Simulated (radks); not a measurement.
# Cs⁷⁺ in [Kr] 4d10 5s2: an all-electron calculation

An exercise on one series of results from a longer session: the logs are not shown, and one member is left open.

Program: radks (a radial shooting solver on a logarithmic mesh, Libxc functionals) version 1. Level of theory: scalar-relativistic Kohn-Sham, LDA (Slater exchange, Perdew-Wang correlation), spin-polarised, spherical densities, finite nucleus. These are calculated values, not measurements, unless marked.

## What is computed

- element: caesium (Z = 55)
- charge: +7
- electrons: 48
- configuration: [Kr] 4d10 5s2
- nuclear rms radius: 4.8041 fm

Outer shells as boxes (Hund's rule):

Cs⁷⁺
```
[Kr] core
4d [↑↓][↑↓][↑↓][↑↓][↑↓]
5s [↑↓]
```

Set-up of the first run:

The run's settings:

```text
Z 55
configuration [Kr] 4d10 5s2 5p0 6s0
relativity scalar-relativistic
functional lda,pw
spin polarised
nucleus finite rms 4.8041 fm
c 137.035999084
```

Steps of the session up to this table: Self-consistent calculation.

One of the session's tables, all rows but one given; the rest of the session is left out.

It belongs to the step «Orbitals and density». From the orbitals of this run (lengths in bohr):

| level | <r> | outermost maximum (interpolated) | 90 % within | nodes |
| --- | --- | --- | --- | --- |
| 1s | 0.02613 | 0.0168 | 0.0470 | 0 |
| 2s | 0.1122 | 0.0950 | 0.173 | 1 |
| 2p | 0.09824 | 0.0762 | 0.160 | 0 |
| 3s | 0.2994 | 0.273 | 0.440 | 2 |
| 3p | ? | ? | ? | ? |
| 3d | 0.2736 | 0.220 | 0.429 | 0 |
| 4s | 0.6928 | 0.642 | 0.997 | 3 |
| 4p | 0.7358 | 0.671 | 1.07 | 2 |
| 4d | 0.8226 | 0.717 | 1.24 | 1 |
| 5s | 1.542 | 1.45 | 2.17 | 4 |
| 5p | 1.697 | 1.59 | 2.40 | 3 |
| 6s | 2.834 | 2.83 | 3.93 | 5 |

Estimate the missing values for 3p.

As computed: <r>: 0.2972; outermost maximum (interpolated): 0.267; 90 % within: 0.446; nodes: 1. In the column «<r>» it lies between 3d (0.2736) and 3s (0.2994).
